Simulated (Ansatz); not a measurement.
This script makes a ranking of polymorphs by energy of 2 structures of MoRh with Ansatz 0.2.0, Python API.

The script, `run_polymorphs.py`:
```python
import ansatz
import numpy as np
import spglib
from tabulate import tabulate

MIXING_BETA = 0.2
XC = "r2scan"
K_SPACING = 0.39
FILLING = "cold"
SIGMA = 0.1

PHASES = {
    "Pmma": (
        [[4.415791, 0.0, 0.0], [0.0, 2.734914, 0.0], [0.0, 0.0, 4.813163]],
        [
            ("Mo", [0.75, 0.0, 0.170874]),
            ("Mo", [0.25, 0.0, 0.829126]),
            ("Rh", [0.75, 0.5, 0.673384]),
            ("Rh", [0.25, 0.5, 0.326616]),
        ],
    ),
    "P-6m2": (
        [[2.795433, 0.0, 0.0], [-1.397716, 2.420916, 0.0], [0.0, 0.0, 4.437367]],
        [
            ("Mo", [0.0, 0.0, 0.5]),
            ("Rh", [1 / 3, 2 / 3, 0.0]),
        ],
    ),
}


def build(vectors, sites):
    crystal = ansatz.Crystal(lattice=ansatz.Lattice.of(vectors))
    for symbol, position in sites:
        crystal = crystal.atom(symbol, position)
    return crystal


def compute(name, crystal):
    calc = (
        crystal.calculation()
        .mixing("anderson", beta=MIXING_BETA)
        .pseudopotentials("nc")
        .functional(XC)
        .initial_density(normalization="cell")
        .kpoints(spacing=K_SPACING)
        .occupations(FILLING, width=SIGMA)
        .stress()
        .band_table()
    )
    calc = calc.relax(force_tolerance=0.02, cell=True)
    return calc.run(threads=1, pin="off")


def space_group(outcome):
    sites = outcome.report["lattice"]["sites"]
    kinds = sorted({site["symbol"] for site in sites})
    cell = (outcome.lattice.cell_ang, [site["position_frac"] for site in sites], [kinds.index(site["symbol"]) for site in sites])
    return spglib.get_spacegroup(cell, symprec=0.01)


def volume_per_atom(outcome):
    return abs(np.linalg.det(outcome.lattice.cell_ang)) / len(outcome.lattice.sites)


def pressure_gpa(outcome):
    return float(np.trace(outcome.report["stress_gpa"]) / 3)

phases = {name: build(*cell) for name, cell in PHASES.items()}

done = {}
for name, crystal in phases.items():
    try:
        done[name] = compute(name, crystal)
    except ansatz.NonConvergedError as error:
        print(name, "did not converge:", str(error)[:120])

energy = {name: o.report["energy_sigma0_ev"] / len(o.lattice.sites) for name, o in done.items()}
lowest = min(energy.values())
rows = [(name, len(o.lattice.sites), 1000 * (energy[name] - lowest), space_group(o), volume_per_atom(o), pressure_gpa(o)) for name, o in done.items()]
rows.sort(key=lambda row: row[2])
print(tabulate(rows, headers=["phase", "atoms", "dE (meV/atom)", "space group", "V (A^3/atom)", "P (GPa)"], floatfmt=".4f", tablefmt="simple"))
```

Which of these structures comes out lowest, and how far apart are they?

By space group at the end of each run: Pmma (+0 meV an atom, 14.5 Å³) and P-6m2 (+117 meV an atom, 14.6 Å³).

The run itself:

Running `python run_polymorphs.py` prints:
```text
DeckWarning: basis.ecutwfc = 1197.300995 eV, auto-derived from the records' recommended cutoffs: set by Rh (normal level)
phase      atoms    dE (meV/atom)  space group      V (A^3/atom)    P (GPa)
-------  -------  ---------------  -------------  --------------  ---------
Pmma           4           0.0000  Pmma (51)             14.4726     0.0098
P-6m2          2         116.9877  P-6m2 (187)           14.5583    -0.0128
```
(Warnings from the package without file and line.)

Reading the output:
- The settings weren't tested for convergence.
- Such functionals run on norm-conserving files made under PBE, which can move pressures by some GPa.
- For the metals among these phases the mesh is modest: differences between phases can be off by up to 40 meV an atom.
- Pressure is positive in compression.
- The cells come from databases of deposited and of computed structures, and not all need be stable phases.
- The ranking holds among these structures alone, at zero temperature; the ground state may be another structure. Differences under about 40 meV an atom lie within the error of mesh and functional.
- Wall time of the script: 5.9 min on 1 thread of Arm Neoverse V1, on a shared host, peak memory 1 GiB.

(Lines on the test bed's own set-up are left out of the output.)
